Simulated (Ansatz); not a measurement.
# La started on a Ge site next to La started on a Ge site in chalcopyrite ZnGeP2, 16 atoms, charge −2

Aim: a base single point, then the same cell under other settings, to see what each one moves.

All numbers are computed with Ansatz 0.2.0 (PAW, plane waves).

## 1. The starting cell

16 atoms (4 Zn, 2 La, 8 P, 2 Ge); a = 5.424 Å, b = 5.424 Å, c = 10.709 Å, α = 90.00°, β = 90.00°, γ = 90.00°. All atoms were shaken off their sites by about 0.07 Å along each axis. Defect site 1: (0.500, 0.000, 0.250). Defect site 2: (0.000, 0.000, 0.500).

Coordinates:

```cif
data_structure
_symmetry_space_group_name_H-M 'P 1'
_symmetry_Int_Tables_number 1
_cell_length_a 5.4241
_cell_length_b 5.4241
_cell_length_c 10.7085
_cell_angle_alpha 90.000
_cell_angle_beta 90.000
_cell_angle_gamma 90.001
_cell_volume 315.06
loop_
_atom_site_label
_atom_site_type_symbol
_atom_site_fract_x
_atom_site_fract_y
_atom_site_fract_z
_atom_site_occupancy
Zn1 Zn 0.01767 0.99541 0.99944 1
Zn2 Zn 0.00587 0.51256 0.24659 1
Zn3 Zn 0.48187 0.98892 0.73991 1
Zn4 Zn 0.52220 0.51948 0.50028 1
La1 La 0.00218 0.00290 0.50778 1
La2 La 0.51548 0.01646 0.23231 1
P1 P 0.26278 0.25427 0.12638 1
P2 P 0.23297 0.25785 0.62442 1
P3 P 0.76609 0.73912 0.11737 1
P4 P 0.77506 0.24034 0.37618 1
P5 P 0.23946 0.75350 0.37353 1
P6 P 0.25605 0.76526 0.88026 1
P7 P 0.75594 0.75460 0.62556 1
P8 P 0.73433 0.24894 0.88678 1
Ge1 Ge 0.49267 0.49514 0.01036 1
Ge2 Ge 0.97729 0.51786 0.75041 1
```

## 2. PBEsol single point

File in.yaml:

```yaml
crystal:
  lattice:
    - [5.424133, -0.000044, -0.000015]
    - [-0.000044, 5.424133, -0.000015]
    - [-0.000030, -0.000030, 10.708528]
  atoms:
    - { symbol: Zn, position: [0.017673, 0.995410, 0.999441] }
    - { symbol: Zn, position: [0.005871, 0.512561, 0.246594] }
    - { symbol: Zn, position: [0.481873, 0.988918, 0.739913] }
    - { symbol: Zn, position: [0.522199, 0.519483, 0.500277] }
    - { symbol: La, position: [0.002181, 0.002901, 0.507784] }
    - { symbol: La, position: [0.515481, 0.016461, 0.232312] }
    - { symbol: P, position: [0.262781, 0.254269, 0.126383] }
    - { symbol: P, position: [0.232967, 0.257853, 0.624419] }
    - { symbol: P, position: [0.766091, 0.739124, 0.117368] }
    - { symbol: P, position: [0.775061, 0.240338, 0.376185] }
    - { symbol: P, position: [0.239456, 0.753502, 0.373526] }
    - { symbol: P, position: [0.256054, 0.765255, 0.880259] }
    - { symbol: P, position: [0.755941, 0.754602, 0.625556] }
    - { symbol: P, position: [0.734334, 0.248939, 0.886784] }
    - { symbol: Ge, position: [0.492666, 0.495137, 0.010358] }
    - { symbol: Ge, position: [0.977287, 0.517857, 0.750414] }
  symmetry: { detect: false }
kpoints:
  mp_grid: { grid: [1, 1, 1], shift: [0.25, 0.25, 0.25] }
hamiltonian:
  xc: pbesol
total_charge: -2
scf:
  occupations: { method: fermi_dirac, width: 0.01 }
output:
  forces: true
  eigenvalues: true
  populations: true
  charged_corrections: { epsilon: 11 }
```

Started as:

```bash
ansatz run in.yaml --threads 2 --pin off --max-ram 19000MiB --runs-dir r --events-out ev --progress --plain
```

Log:

```text
La: projections on atomic orbitals take those of the free atom [Kr 4d10] 4f0 5s2 5p6 5d1 6s2, of charge +0.00 (hamiltonian.pseudopotentials.projection_atoms); the dataset's partial waves leave at most 1.9e-5 of an orbital's norm unspanned inside its sphere
Pseudopotentials: kind: paw
Functional definition: PBEsol
  exchange = pbesol_x
  correlation = pbesol_c
Crystal: 16 atoms, lattice volume = 315.058 Å³
Basis set: ecut = 420 eV, 6111 PW (Γ), exchange–correlation on 80×80×144 points (8 copies of the dense FFT grid, shifted against one another)
Bands: 86, of which v1, the nominal top of the filled ones, is band 70 counted from 1 (69 counted from 0)
Symmetry: 1 space group operations
k-points: 1
Non-local potential: Zn, projectors of the file, l = 0: 2, l = 1: 2, l = 2: 3, l = 3: 1
Non-local potential: La, projectors of the file, l = 0: 3, l = 1: 2, l = 2: 2, l = 3: 3
Non-local potential: P, projectors of the file, l = 0: 2, l = 1: 2, l = 2: 2
Non-local potential: Ge, projectors of the file, l = 0: 2, l = 1: 2, l = 2: 3, l = 3: 1
PAW form: soft (Blöchl's): semilocal exchange-correlation on the pseudo side does not see the compensation charge
PAW frozen core: Zn, regenerated for the run's functional, and the local potential with it (the file was generated under x = pbe(κ = 0.804, μ = 0.2195149727645171), c = pbe(β = 0.06672455060314922))
PAW frozen core: La, regenerated for the run's functional, and the local potential with it (the file was generated under x = pbe(κ = 0.804, μ = 0.2195149727645171), c = pbe(β = 0.06672455060314922))
PAW frozen core: P, regenerated for the run's functional, and the local potential with it (the file was generated under x = pbe(κ = 0.804, μ = 0.2195149727645171), c = pbe(β = 0.06672455060314922))
PAW frozen core: Ge, regenerated for the run's functional, and the local potential with it (the file was generated under x = pbe(κ = 0.804, μ = 0.2195149727645171), c = pbe(β = 0.06672455060314922))
PAW one-centre angular grid: Zn, 590 points (default); XC on 64 Gauss nodes
PAW one-centre angular grid: La, 590 points (default); XC on 64 Gauss nodes
PAW one-centre angular grid: P, 110 points (default); XC on 64 Gauss nodes
PAW one-centre angular grid: Ge, 590 points (default); XC on 64 Gauss nodes
Initial density: superposition of atomic densities (neutral atoms scaled as one to the charged cell's electrons: chi_scale 0, normalization atom), corrected by the library's trained network
Initial wavefunctions: pseudopotential atomic-orbital guess
Functional: x = pbesol(κ = 0.804, μ = 0.12345679012345678), c = pbesol(β = 0.046)
SCF iter   1: F=—  HF=-39851.625942 eV  |F-HF|=—  |Δ(HF+E_count)|=         —  Δρ=6.39e-2  dr2=1.02e1  ethr=1.77e-3  ⟨swp⟩=9.0  Hψ=427  notcnv=0  defer=3
preconditioner: auto → Resta (q_TF=auto, 2.383 Å⁻¹)  ε∞=5.9  [insulator: Δε(μ)=0.933 eV  Ē_g=11.061 eV  σ=0.010 eV  W_gap=1.00  n_scr=60 (ndim 8)  ℏωp=24.4 eV  f_vac=0.003  D(μ)=0.00/eV (n_scr^D=0)  ε∞_Penn≈5.9]
SCF iter   2: F=—  HF=-39849.453493 eV  |F-HF|=—  |Δ(HF+E_count)|=    2.17e0  Δρ=1.98e-2  dr2=8.19e-1  ethr=1.77e-3  ⟨swp⟩=4.0  Hψ=179  notcnv=0  defer=11
SCF iter   3: F=—  HF=-39848.761235 eV  |F-HF|=—  |Δ(HF+E_count)|=   6.92e-1  Δρ=1.02e-2  dr2=3.51e-1  ethr=5.85e-4  ⟨swp⟩=4.0  Hψ=205  notcnv=0  defer=10
SCF iter   4: F=—  HF=-39848.660827 eV  |F-HF|=—  |Δ(HF+E_count)|=   1.00e-1  Δρ=3.49e-3  dr2=4.38e-2  ethr=2.51e-4  ⟨swp⟩=2.0  Hψ=173  notcnv=0  defer=10
SCF iter   5: F=—  HF=-39848.670418 eV  |F-HF|=—  |Δ(HF+E_count)|=   9.59e-3  Δρ=1.85e-3  dr2=9.25e-3  ethr=3.13e-5  ⟨swp⟩=4.0  Hψ=159  notcnv=0  defer=10
SCF iter   6: F=—  HF=-39848.671202 eV  |F-HF|=—  |Δ(HF+E_count)|=   7.84e-4  Δρ=8.93e-4  dr2=1.74e-3  ethr=6.61e-6  ⟨swp⟩=3.0  Hψ=151  notcnv=0  defer=10
SCF iter   7: F=—  HF=-39848.670584 eV  |F-HF|=—  |Δ(HF+E_count)|=   6.18e-4  Δρ=3.06e-4  dr2=2.73e-4  ethr=1.24e-6  ⟨swp⟩=2.0  Hψ=150  notcnv=0  defer=10
SCF iter   8: F=—  HF=-39848.670637 eV  |F-HF|=—  |Δ(HF+E_count)|=   5.23e-5  Δρ=1.98e-4  dr2=8.82e-5  ethr=1.95e-7  ⟨swp⟩=2.0  Hψ=144  notcnv=0  defer=10
SCF iter   9: F=—  HF=-39848.670654 eV  |F-HF|=—  |Δ(HF+E_count)|=   1.73e-5  Δρ=8.24e-5  dr2=1.72e-5  ethr=6.30e-8  ⟨swp⟩=2.0  Hψ=113  notcnv=0  defer=10
SCF iter  10: F=—  HF=-39848.670651 eV  |F-HF|=—  |Δ(HF+E_count)|=   2.90e-6  Δρ=2.42e-5  dr2=1.82e-6  ethr=1.23e-8  ⟨swp⟩=2.0  Hψ=139  notcnv=0  defer=10
SCF iter  11: F=—  HF=-39848.670651 eV  |F-HF|=—  |Δ(HF+E_count)|=   3.77e-7  Δρ=1.22e-5  dr2=3.66e-7  ethr=1.30e-9  ⟨swp⟩=2.0  Hψ=123  notcnv=0  defer=10
SCF iter  12: F=-39848.670651 eV  HF=-39848.670651 eV  |F-HF|=8.05e-9  |Δ(HF+E_count)|=   1.12e-7  Δρ=3.35e-6  dr2=3.50e-8  ethr=7.14e-11  ⟨swp⟩=16.0  Hψ=516  notcnv=0
SCF 1 converged in 12 iterations: F = -39848.670651 eV  dr2 = 3.50e-8
SCF converged after 12 iterations
Free energy (F): -39848.670651 eV
Harris-Foulkes:  -39848.670651 eV  (|F-HF|=8.05e-9)
Internal energy: -39848.670651 eV  (E = F + TS)
E sigma→0 (E₀):  -39848.670651 eV
Fermi energy:    9.489782 eV
--- Per-component energies (eV) ---
  E_band       = -168.807183
  E_kinetic    = 1787.964799
  E_local      = -14080.560126  (includes V_loc(G=0)·N_el)
  E_nonlocal   = 3776.955132
  E_hartree    = 5954.741508
  E_xc         = -1502.960139
  E_vxc        = -1178.347484  (∫ρ·V_xc dr)
  E_paw        = -26206.179818  (= ΣΔE_a)
  E_vpaw       = -2384.291701  (= ΣTr[D̂ρ^β])
  E_aug_tail   = -0.000766  (compensation charges beyond the density's cutoff)
  E_ewald      = -9584.364320
  E_core_change = 5.733080  (= ΣΔE_core)
  E_smearing   = -0.000000  (= −TS)
  E_closure    = -0.000000  (closes the sum)
  E_deformation_potential = -31.232866  (in the stress; not in F)
  Σ components = -39848.670651   (vs F -39848.670651, Δ=0.00e0)
--- Forces (eV/Å), atoms counted from 1 ---
  atom   1  Zn    -0.73599041     0.90451176     0.43602789
  atom   2  Zn    -0.07171648    -0.51634939    -0.28246227
  atom   3  Zn     0.32990188     0.61564600     0.78205740
  atom   4  Zn    -0.75644027    -0.73175984    -1.24677181
  atom   5  La     1.06484137    -1.31480440    -4.71995720
  atom   6  La     1.90835447    -3.31698803     2.57671299
  atom   7  P     -6.45543882     4.67636687    -3.92672184
  atom   8  P      3.95369849     5.28552316     5.50468969
  atom   9  P      2.47457482    -2.76883918    -1.97321607
  atom  10  P     -1.79034584     5.92387178     0.35383912
  atom  11  P      2.35962170    -3.83421368     0.41129705
  atom  12  P      0.17374991    -0.88644173    -1.19105334
  atom  13  P     -4.13042884    -3.40666957     4.95451303
  atom  14  P      0.37387450    -0.36888375    -1.57735664
  atom  15  Ge     0.28198372     0.86134683    -1.48287855
  atom  16  Ge     1.01975389    -1.12230374     1.38127406
  max |Σ_I F_I| component: 1.31e-5 eV/Å
--- Charged-cell corrections in eV (Makov–Payne, q = -2.000 e, ε = 11.000) ---
  F (periodic)     = -39848.670651  (uncorrected; the corrections below are reported, never added to it)
  E_corr1          = +0.884662  (monopole, q²α_M/2εL)
  F Makov-Payne    = -39847.785988  (F + E_corr1; no measured alignment; for a localised charge, not one spread in a band: unchecked)
--- Band table (eV) ---
  k-point 0: bands = ["-22.2037", "-21.8122", "-16.3776", "-16.3416", "-16.3379", "-16.3248", "-16.2906", "-16.1812", "-16.1655", "-16.1504", "-16.1414", "-16.1138", "-7.7503", "-7.3342", "-7.2340", "-7.0054", "-6.6623", "-6.3983", "-3.7677", "-2.7107", "-1.9379", "-1.5690", "-1.3555", "-0.7124", "-0.3326", "0.0915", "0.7307", "0.9756", "1.2982", "1.3669", "1.4022", "1.4178", "1.4958", "1.5595", "1.5763", "1.6170", "1.6362", "1.6569", "1.6907", "1.7181", "1.7484", "1.8052", "1.8635", "1.8780", "1.9891", "2.0942", "2.3221", "2.5911", "3.3548", "3.7332", "4.1795", "4.4020", "4.8726", "5.0311", "5.3417", "5.4426", "5.9360", "6.1509", "6.4317", "6.6001", "6.8571", "7.0696", "7.4078", "7.5525", "7.6986", "7.9193", "8.1464", "8.3293", "8.7354", "9.0900", "9.8895", "10.1145", "10.5567", "10.7779", "10.9632", "11.2771", "11.6060", "11.7075", "11.8687", "12.0307", "12.1396", "12.2383", "12.4077", "12.5624", "12.6937", "12.8218"]
--- Löwdin populations: 16 sites ---
  site symbol       q [e]
     0     Zn     10.7476
     1     Zn     10.7782
     2     Zn     10.7540
     3     Zn     10.7591
     4     La     11.9499
     5     La     11.7500
     6      P      5.3973
     7      P      5.4434
     8      P      5.5904
     9      P      5.3541
    10      P      5.5201
    11      P      5.7089
    12      P      5.4741
    13      P      5.6685
    14     Ge     13.8405
    15     Ge     13.8699
  spilling = 0.009957 (of n_electrons = 140.000000)
```

Wall time 3.7 s (2 threads, shared host); peak memory 0.68 GiB.

Top filled level 9.090 eV, lowest empty level 9.890 eV: 0.80 eV apart at the single k point (¼, ¼, ¼).

## 3. Run again with cutoff 350 eV, xc grid 3

Edit in.yaml of step 2 so:

```diff
@@ -25,2 +25,3 @@
   mp_grid: { grid: [1, 1, 1], shift: [0.25, 0.25, 0.25] }
+basis: { ecutwfc: 350, xc_grid: 3 }
 hamiltonian:
@@ -30,2 +31,3 @@
   occupations: { method: fermi_dirac, width: 0.01 }
+  max_iter: 60
 output:
@@ -33,3 +35,6 @@
   eigenvalues: true
-  populations: true
-  charged_corrections: { epsilon: 11 }
+  stress: true
+  write_density: true
+  write_potential: true
+  elf: true
+  volumetric_format: npy
```

Started as:

```bash
ansatz run in.yaml --threads 2 --pin off --max-ram 19000MiB --runs-dir r --events-out ev --progress --plain
```

Log, cut to the lines that bear on the results:

```text
[... 2 set-up lines as earlier in the session ...]
[...]
Crystal: 16 atoms, lattice volume = 315.058 Å³
Basis set: ecut = 350 eV, 4733 PW (Γ), exchange–correlation on 108×108×216 points (27 copies of the dense FFT grid, shifted against one another)
Bands: 86, of which v1, the nominal top of the filled ones, is band 70 counted from 1 (69 counted from 0)
[... 1 set-up line as earlier in the session ...]
k-points: 1
[...]
SCF iter   1: F=—  HF=-39851.501748 eV  |F-HF|=—  |Δ(HF+E_count)|=         —  Δρ=6.40e-2  dr2=1.02e1  ethr=1.77e-3  ⟨swp⟩=9.0  Hψ=427  notcnv=0  defer=2
[...]
SCF iter  12: F=-39848.539111 eV  HF=-39848.539111 eV  |F-HF|=7.38e-9  |Δ(HF+E_count)|=   1.12e-7  Δρ=3.29e-6  dr2=3.45e-8  ethr=7.14e-11  ⟨swp⟩=20.0  Hψ=814  notcnv=0
[...]
SCF converged after 12 iterations
Free energy (F): -39848.539111 eV
[...]
E sigma→0 (E₀):  -39848.539111 eV
Fermi energy:    9.490890 eV
[...]
--- Forces (eV/Å), atoms counted from 1 ---
  atom   1  Zn    -0.73105969     0.89967401     0.43534181
  atom   2  Zn    -0.07273720    -0.51204913    -0.28586706
  atom   3  Zn     0.32711077     0.60912367     0.77945262
  atom   4  Zn    -0.75147011    -0.72675213    -1.24408902
  atom   5  La     1.06505502    -1.31457723    -4.72068618
  atom   6  La     1.90813103    -3.31676750     2.57678274
  atom   7  P     -6.45036191     4.67883437    -3.92789722
  atom   8  P      3.94860512     5.28516974     5.50669024
[...]
--- Stress (GPa, compression-positive) ---
       17.274160      -6.390293       2.925259
       -6.390293      20.923188      -0.915033
        2.925259      -0.915033      19.685368
  P = ⅓ Tr σ = 19.2942 GPa (192.942 kbar)
--- Band table (eV) ---
[...]
```

It took 4 s on 2 threads, shared host; peak memory 0.68 GiB.

Compared with the base run, energy +8.2 meV/atom; forces by 0.003 eV/Å rms; frontier spacing 0.80 eV (base 0.80). These settings lie under the recommended ones, though here the change is small.

## 4. Changed settings: dispersion D3(BJ)

Edit in.yaml of step 3 so:

```diff
@@ -25,5 +25,5 @@
   mp_grid: { grid: [1, 1, 1], shift: [0.25, 0.25, 0.25] }
-basis: { ecutwfc: 350, xc_grid: 3 }
 hamiltonian:
   xc: pbesol
+  dispersion: d3bj
 total_charge: -2
@@ -31,3 +31,3 @@
   occupations: { method: fermi_dirac, width: 0.01 }
-  max_iter: 60
+  max_iter: 70
 output:
```

Started as:

```bash
ansatz run in.yaml --threads 2 --pin off --max-ram 19000MiB --runs-dir r --events-out ev --progress --plain
```

Log, cut to the lines that bear on the results:

```text
[... 2 set-up lines as earlier in the session ...]
[...]
Crystal: 16 atoms, lattice volume = 315.058 Å³
Basis set: ecut = 420 eV, 6111 PW (Γ), exchange–correlation on 80×80×144 points (8 copies of the dense FFT grid, shifted against one another)
Bands: 86, of which v1, the nominal top of the filled ones, is band 70 counted from 1 (69 counted from 0)
[... 1 set-up line as earlier in the session ...]
k-points: 1
[...]
SCF iter   1: F=—  HF=-39857.319680 eV  |F-HF|=—  |Δ(HF+E_count)|=         —  Δρ=6.39e-2  dr2=1.02e1  ethr=1.77e-3  ⟨swp⟩=9.0  Hψ=427  notcnv=0  defer=3
[...]
SCF iter  12: F=-39854.364389 eV  HF=-39854.364389 eV  |F-HF|=8.08e-9  |Δ(HF+E_count)|=   1.12e-7  Δρ=3.35e-6  dr2=3.50e-8  ethr=7.14e-11  ⟨swp⟩=21.0  Hψ=837  notcnv=0
[...]
SCF converged after 12 iterations
Free energy (F): -39854.364389 eV
[...]
E sigma→0 (E₀):  -39854.364389 eV
Fermi energy:    9.489782 eV
[...]
--- Forces (eV/Å), atoms counted from 1 ---
  atom   1  Zn    -0.73576838     0.90387030     0.43690177
  atom   2  Zn    -0.07146223    -0.51618500    -0.28160176
  atom   3  Zn     0.32898569     0.61636319     0.78239657
  atom   4  Zn    -0.75673065    -0.73172797    -1.24860507
  atom   5  La     1.06449039    -1.31392537    -4.71731577
  atom   6  La     1.90855704    -3.31629969     2.57193455
  atom   7  P     -6.45136348     4.67637715    -3.92572029
  atom   8  P      3.95233673     5.28517908     5.50495595
[...]
--- Stress (GPa, compression-positive) ---
       14.352835      -6.371661       2.915106
       -6.371661      18.014560      -0.917346
        2.915106      -0.917346      16.752197
  P = ⅓ Tr σ = 16.3732 GPa (163.732 kbar)
--- Band table (eV) ---
[...]
```

Wall time 4.1 s (2 threads, shared host); peak memory 0.67 GiB.

Change from the base: forces by 0.002 eV/Å rms; frontier spacing 0.80 eV (base 0.80). Total energies of different functionals, charges or dispersion terms don't compare.

## 5. Variant: density threshold 1e-09 eV

Edit in.yaml of step 4 so:

```diff
@@ -27,3 +27,2 @@
   xc: pbesol
-  dispersion: d3bj
 total_charge: -2
@@ -31,3 +30,4 @@
   occupations: { method: fermi_dirac, width: 0.01 }
-  max_iter: 70
+  max_iter: 100
+  convergence: { dr2_threshold: 1e-09 }
 output:
@@ -36,5 +36 @@
   stress: true
-  write_density: true
-  write_potential: true
-  elf: true
-  volumetric_format: npy
```

Started as:

```bash
ansatz run in.yaml --threads 2 --pin off --max-ram 19000MiB --runs-dir r --events-out ev --progress --plain
```

Log, cut to the lines that bear on the results:

```text
[... 2 set-up lines as earlier in the session ...]
[...]
Crystal: 16 atoms, lattice volume = 315.058 Å³
Basis set: ecut = 420 eV, 6111 PW (Γ), exchange–correlation on 80×80×144 points (8 copies of the dense FFT grid, shifted against one another)
Bands: 86, of which v1, the nominal top of the filled ones, is band 70 counted from 1 (69 counted from 0)
[... 1 set-up line as earlier in the session ...]
k-points: 1
[...]
SCF iter   1: F=—  HF=-39851.625942 eV  |F-HF|=—  |Δ(HF+E_count)|=         —  Δρ=6.39e-2  dr2=1.02e1  ethr=1.77e-3  ⟨swp⟩=9.0  Hψ=427  notcnv=0  defer=3
[...]
SCF iter  15: F=-39848.670651 eV  HF=-39848.670651 eV  |F-HF|=6.48e-10  |Δ(HF+E_count)|=  4.73e-10  Δρ=4.26e-7  dr2=5.23e-10  ethr=1.00e-12  ⟨swp⟩=17.0  Hψ=410  notcnv=0
[...]
SCF converged after 15 iterations
Free energy (F): -39848.670651 eV
[...]
E sigma→0 (E₀):  -39848.670651 eV
Fermi energy:    9.489774 eV
[...]
--- Forces (eV/Å), atoms counted from 1 ---
  atom   1  Zn    -0.73599224     0.90451569     0.43603218
  atom   2  Zn    -0.07171556    -0.51634799    -0.28245926
  atom   3  Zn     0.32990272     0.61564368     0.78206091
  atom   4  Zn    -0.75643775    -0.73175724    -1.24677436
  atom   5  La     1.06484555    -1.31480768    -4.71995970
  atom   6  La     1.90835375    -3.31698938     2.57672019
  atom   7  P     -6.45542588     4.67635474    -3.92671107
  atom   8  P      3.95367985     5.28551157     5.50468225
[...]
--- Stress (GPa, compression-positive) ---
       17.235348      -6.373862       2.917390
       -6.373862      20.883908      -0.919636
        2.917390      -0.919636      19.645628
  P = ⅓ Tr σ = 19.2550 GPa (192.550 kbar)
--- Band table (eV) ---
[...]
```

Run time: 3.6 s. Hardware: 2 threads, shared host; peak memory 0.66 GiB.

Change from the base: energy 0.0 meV/atom; forces by 0.000 eV/Å rms; frontier spacing 0.80 eV (base 0.80).

## 6. What came out

| settings | status | cycles | time | energy (meV/atom) | forces (eV/Å rms) | spacing (eV) |
| --- | --- | --- | --- | --- | --- | --- |
| base | converged | 12 | 3.7 s (2 CPU threads) | 0 | 0 | 0.80 |
| cutoff 350 eV, xc grid 3 | converged, settings too loose | 12 | 4 s (2 CPU threads) | +8.2 | 0.003 | 0.80 |
| dispersion D3(BJ) | converged | 12 | 4.1 s (2 CPU threads) | - | 0.002 | 0.80 |
| density threshold 1e-09 eV | converged | 15 | 3.6 s (2 CPU threads) | 0.0 | 0.000 | 0.80 |

**What this shows.** Among these variants the forces move most with cutoff 350 eV, xc grid 3 (0.003 eV/Å rms) and least with density threshold 1e-09 eV (0.000).
